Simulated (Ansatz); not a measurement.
# C2H7ClGeS: ionisation energy by level of theory

Aim: the vertical ionisation energy of C2H7ClGeS, as cation minus neutral at the neutral's geometry, on several levels, and how well −ε(HOMO) stands in for it.

Program: Ansatz 0.2.0, Gaussian basis. Level of theory: unrestricted cation, the program's frozen cores in correlated methods. These are calculated values, not measurements.

The runs, in order: UKS PBE-D4/def2-TZVPP; UKS r2SCAN-D4/def2-TZVPP; UKS PBE0-D4/def2-TZVPP; UKS B3LYP-D4/def2-TZVPP; UKS wB97X-V/def2-TZVPP; UKS wB97M-V/def2-TZVPP; UKS B2PLYP/def2-TZVPP; UHF-CCSD(T)/def2-TZVPP; UHF-MP2/def2-QZVPP; extrapolation to the limit; then −ε(HOMO) from the neutral's earlier runs with LDA (SPW92), PBE-D4, revPBE-D4, BLYP-D4, r2SCAN-D4, B97M-V, PBE0-D4, B3LYP-D4, r2SCANh-D4, r2SCAN0-D4, HSE06-D4, BHLYP-D4, CAM-B3LYP-D4, LC-ωPBE, ωB97X-V, ωB97M-V.

### 1 The geometry

All runs share one geometry, relaxed beforehand with PBE0-D4 in a triple-zeta def2 set.

SMILES `C[S][GeH]([CH3])[Cl]`, 12 atoms, charge 0, spin multiplicity 1.

Atoms are counted from 1 here; the program's logs count them from 0.

Bond lengths: C1–S2 1.816 Å, C1–H6 1.090 Å, C1–H7 1.090 Å, C1–H8 1.091 Å, S2–Ge3 2.211 Å, Ge3–C4 1.941 Å, Ge3–Cl5 2.156 Å, Ge3–H9 1.541 Å, C4–H10 1.090 Å, C4–H11 1.091 Å, C4–H12 1.091 Å. Angles: S2–C1–H6 106.3°, S2–C1–H7 111.9°, S2–C1–H8 111.4°, H6–C1–H7 108.5°, H6–C1–H8 108.5°, H7–C1–H8 110.0°, C1–S2–Ge3 98.0°, S2–Ge3–C4 113.3°, S2–Ge3–Cl5 105.4°, S2–Ge3–H9 109.4°, C4–Ge3–Cl5 107.7°, C4–Ge3–H9 112.9°, Cl5–Ge3–H9 107.7°, Ge3–C4–H10 109.2°, Ge3–C4–H11 109.8°, Ge3–C4–H12 109.9°, H10–C4–H11 109.5°, H10–C4–H12 109.2° and more.

### 2 Cation, UKS PBE-D4/def2-TZVPP

The input, in.yaml:

```yaml
crystal:
  periodic: [false, false, false]
  atoms:
    - {symbol: C, position_ang: [-1.871107, 0.519878, 0.923957]}
    - {symbol: S, position_ang: [-0.718649, 1.662609, 0.108823]}
    - {symbol: Ge, position_ang: [1.067861, 0.360784, 0.124889]}
    - {symbol: C, position_ang: [0.999117, -1.051173, -1.204745]}
    - {symbol: Cl, position_ang: [2.721962, 1.650231, -0.375154]}
    - {symbol: H, position_ang: [-2.801803, 1.069934, 1.062503]}
    - {symbol: H, position_ang: [-2.076502, -0.357102, 0.309796]}
    - {symbol: H, position_ang: [-1.501834, 0.212484, 1.903138]}
    - {symbol: H, position_ang: [1.302665, -0.170794, 1.552490]}
    - {symbol: H, position_ang: [0.881160, -0.607710, -2.193088]}
    - {symbol: H, position_ang: [1.921000, -1.633318, -1.174631]}
    - {symbol: H, position_ang: [0.153028, -1.710822, -1.003976]}
basis:
  gaussian: {orbitals: def2-TZVPP}
total_charge: 1
magnetization: {spin_polarized: true, initial_magnetization: 1}
hamiltonian: {xc: pbe, dispersion: d4}
```

After this run come: Cation, UKS r2SCAN-D4/def2-TZVPP; Cation, UKS PBE0-D4/def2-TZVPP; Cation, UKS B3LYP-D4/def2-TZVPP; Cation, UKS wB97X-V/def2-TZVPP; Cation, UKS wB97M-V/def2-TZVPP; Cation, UKS B2PLYP (frozen core)/def2-TZVPP; Cation, UHF-CCSD(T)/def2-TZVPP; Cation, UHF-MP2/def2-QZVPP.

Q: Predict the results of all the runs planned. Wanted: ionisation energy, CCSD(T)/CBS; nearest functional by difference; nearest −ε(HOMO); −ε(HOMO) of PBE; T1 of the cation.

As calculated:

```
                        quantity               value
  ionisation energy, CCSD(T)/CBS             9.22 eV
nearest functional by difference  ωB97X-V (-0.12 eV)
                nearest −ε(HOMO)  ωB97M-V (-0.07 eV)
                 −ε(HOMO) of PBE             5.72 eV
                T1 of the cation               0.015
```

In words: Energy differences with functionals land within 0.45 eV of the reference. The PBE orbital energy is 3.5 eV too small: a semilocal HOMO is no ionisation energy. Among orbital estimates ωB97M-V comes nearest. Hartree-Fock falls 1.15 eV short, as the neutral has more correlation energy than the cation. Correlated methods include outer-core shells of Ge, which these sets cover unevenly. With outer-core shells in play the reference is unsure by up to some tenths of an eV, so close misses can't be ranked.
